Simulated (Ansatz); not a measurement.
# NiPt5: the cost of one run

Method: DFT r2SCAN, scalar-relativistic, plane waves, PAW, in Ansatz 0.2.0.

2 further runs of the same task are left out: 2 that didn't finish. Runs told in other sessions of the task aren't counted.

### Step 1. The structure to begin with

It takes space group P-3m1 (No. 164, trigonal). The conventional cell has a = 2.772 Å, b = 2.772 Å, c = 13.515 Å, α = 90.00°, β = 90.00°, γ = 120.00°. Ni (site symmetry -3m) is surrounded by 6 Pt at 2.60 Å and 6 Ni at 2.77 Å. Around Pt (site symmetry 3m) lie 3 Ni at 2.60 Å and 9 Pt at 2.77 to 2.85 Å. Around Pt (site symmetry 3m) lie 12 Pt at 2.77 to 2.85 Å. Around Pt (site symmetry -3m) lie 12 Pt at 2.77 to 2.84 Å.

As a file:

```
Ni Pt
1.0
     2.77220    0.00000    0.00000
    -1.38610    2.40079    0.00000
     0.00000    0.00000   13.51530
Ni Pt
1 5
Cartesian
  0.0000 0.0000 0.0000
  0.0000 1.6005 11.4628
  1.3861 0.8003 2.0525
  1.3861 0.8003 9.1007
  0.0000 0.0000 6.7576
  0.0000 1.6005 4.4145
```

It is the end of an earlier relaxation with the same method, from a generated guess; it is a trial structure. At a tolerance of 0.05 Å it has space group P-3m1 (No. 164); it has 14.99 Å³/atom, an uncorrected energy of -0.02 eV/atom over the elements and, on its mesh, gap none (metal).

### Step 2. The same geometry with r2SCAN

The input, input.yaml:

```yaml
crystal:
  lattice:
    - [2.7721974588, 0.0, 0.0]
    - [-1.3860987294, 2.4007934236, 0.0]
    - [0.0, 0.0, 13.5152977452]
  atoms:
    - { symbol: Ni, position: [0.0, 0.0, 0.0], spin: 2.0 }
    - { symbol: Pt, position: [0.3333333333, 0.6666666667, 0.8481358912] }
    - { symbol: Pt, position: [0.6666666667, 0.3333333333, 0.1518641088] }
    - { symbol: Pt, position: [0.6666666667, 0.3333333333, 0.6733664323] }
    - { symbol: Pt, position: [0.0, 0.0, 0.5] }
    - { symbol: Pt, position: [0.3333333333, 0.6666666667, 0.3266335677] }
basis:
  ecutwfc: 500
kpoints:
  mp_grid: { grid: [18, 18, 4] }
  band_path:
    path:
      - [[0.0, 0.0, 0.0], [0.5, 0.0, 0.0], [0.33333333, 0.33333333, 0.0], [0.0, 0.0, 0.0], [0.0, 0.0, 0.5], [0.5, 0.0, 0.5], [0.33333333, 0.33333333, 0.5], [0.0, 0.0, 0.5]]
      - [[0.5, 0.0, 0.5], [0.5, 0.0, 0.0]]
      - [[0.33333333, 0.33333333, 0.5], [0.33333333, 0.33333333, 0.0]]
    npoints: 14
hamiltonian:
  xc: r2scan
scf:
  occupations: { method: gaussian, width: 0.1 }
  n_extra_bands: 15
output:
  forces: true
  stress: true
  eigenvalues: true
  populations: true
  dos: { projected: true, de: 0.02, nscf_kmesh: { grid: [22, 22, 5] } }
  bader: true
  write_density: true
  write_potential: true
  elf: true
  volumetric_format: npy
magnetization:
  spin_polarized: true
```

On the command line:

```sh
$ ansatz run input.yaml --threads 4 --pin off --max-ram 8192MiB --backend cpu --events-out ev --progress --plain --runs-dir out
```

Q: Estimate wall time and peak memory on 4 threads of Intel Xeon Platinum 8259CL at 2.50GHz (Skylake/Cascade Lake), shared host.

About 3.3 min, with a peak of 1.9 GiB.
